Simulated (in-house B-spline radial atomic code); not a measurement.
**Ba: binding energies from hole states**

Aim: binding energies of the shells of Ba, from runs with electrons taken out, set against the orbital energies of the parent.

Method: Dirac-Hartree-Fock, average of configuration, Fermi nucleus, basis-set limit. Code: in-house B-spline radial atomic code version 1.

### Step 1. The atom as given

```
element       : barium (Z = 56)
charge        : 0
electrons     : 56
configuration : [Xe] 6s2
Hamiltonian   : Dirac-Coulomb
nucleus       : Fermi, rms radius 4.838 fm
```

The outer shells:

[Xe] 6s2
```
[Xe] core
6s [↑↓]
```

Settings of the run:

```ini
Z = 56
electrons = 56.0
configuration = [Xe] 6s2
hamiltonian = dirac
method = hf
spin_polarised = False
nucleus = fermi
rms_radius = 4.8378
mass_number = 138
atomic_mass = 137.905247059
speed_of_light = 137.035999084
```

The reference is known from an earlier run: -8135.650148 hartree in all. Up to eight levels, counted from the top:

```
orbital  occupation  energy (eV)  <r> (bohr)
  4p1/2           2      -220.39      0.6975
  4p3/2           4      -204.44      0.7229
  4d3/2           4      -106.49      0.7950
  4d5/2           6      -103.75      0.8049
  5s1/2           2      -43.635       1.657
  5p1/2           2      -26.025       1.870
  5p3/2           4      -23.746       1.951
  6s1/2           2       -4.440       5.083
```

### Step 2. The 3p3/2 hole

In configurations, a minus sign after the shell means j = l − 1/2 and a plus sign j = l + 1/2; the count of electrons follows.

Settings of the run:

```ini
Z = 56
electrons = 55.0
configuration = 1s2 2s2 2p6 3s2 3p-2 3p+3 3d10 4s2 4p6 4d10 5s2 5p6 6s2
hamiltonian = dirac
method = hf
spin_polarised = False
nucleus = fermi
rms_radius = 4.8378
mass_number = 138
atomic_mass = 137.905247059
speed_of_light = 137.035999084
```

### Step 3. The 3d3/2 hole

Changes to the settings of step 2:

```diff
@@ -2,3 +2,3 @@
 electrons = 55.0
-configuration = 1s2 2s2 2p6 3s2 3p-2 3p+3 3d10 4s2 4p6 4d10 5s2 5p6 6s2
+configuration = 1s2 2s2 2p6 3s2 3p6 3d-3 3d+6 4s2 4p6 4d10 5s2 5p6 6s2
 hamiltonian = dirac
```

### Step 4. The 3d5/2 hole

Changes to the settings of step 3:

```diff
@@ -2,3 +2,3 @@
 electrons = 55.0
-configuration = 1s2 2s2 2p6 3s2 3p6 3d-3 3d+6 4s2 4p6 4d10 5s2 5p6 6s2
+configuration = 1s2 2s2 2p6 3s2 3p6 3d-4 3d+5 4s2 4p6 4d10 5s2 5p6 6s2
 hamiltonian = dirac
```

### Step 5. The 4s hole

Changes to the settings of step 4:

```diff
@@ -2,3 +2,3 @@
 electrons = 55.0
-configuration = 1s2 2s2 2p6 3s2 3p6 3d-4 3d+5 4s2 4p6 4d10 5s2 5p6 6s2
+configuration = 1s2 2s2 2p6 3s2 3p6 3d10 4s1 4p6 4d10 5s2 5p6 6s2
 hamiltonian = dirac
```

### Step 6. The 4p1/2 hole

Changes to the settings of step 5:

```diff
@@ -2,3 +2,3 @@
 electrons = 55.0
-configuration = 1s2 2s2 2p6 3s2 3p6 3d10 4s1 4p6 4d10 5s2 5p6 6s2
+configuration = 1s2 2s2 2p6 3s2 3p6 3d10 4s2 4p-1 4p+4 4d10 5s2 5p6 6s2
 hamiltonian = dirac
```

### Step 7. The 4p3/2 hole

Changes to the settings of step 6:

```diff
@@ -2,3 +2,3 @@
 electrons = 55.0
-configuration = 1s2 2s2 2p6 3s2 3p6 3d10 4s2 4p-1 4p+4 4d10 5s2 5p6 6s2
+configuration = 1s2 2s2 2p6 3s2 3p6 3d10 4s2 4p-2 4p+3 4d10 5s2 5p6 6s2
 hamiltonian = dirac
```

**Question.** What does each hole state cost in eV, and how does that compare with the orbital energies or single holes?

The runs gave:

| hole | ΔSCF (eV) | with Breit, QED, recoil (eV) | −ε of the parent (eV) | −ε less ΔSCF (eV) |
| --- | --- | --- | --- | --- |
| 3p3/2 | 1075.93 | 1074.51 | 1093.01 | 17.08 |
| 3d3/2 | 805.56 | 804.91 | 824.45 | 18.89 |
| 3d5/2 | 789.87 | 789.59 | 808.50 | 18.63 |
| 4s | 272.34 | 271.88 | 279.12 | 6.77 |
| 4p1/2 | 213.79 | 213.43 | 220.39 | 6.60 |
| 4p3/2 | 198.12 | 197.95 | 204.44 | 6.33 |

What this shows: Koopmans' values overshoot, as they freeze the orbitals; relaxation lowers the cost by 17.1 eV for 3p3/2 and 6.33 eV for 4p3/2. The spin-orbit splitting of the 3d hole is 15.32 eV with those corrections. Values are for the free atom, measured from the vacuum level.
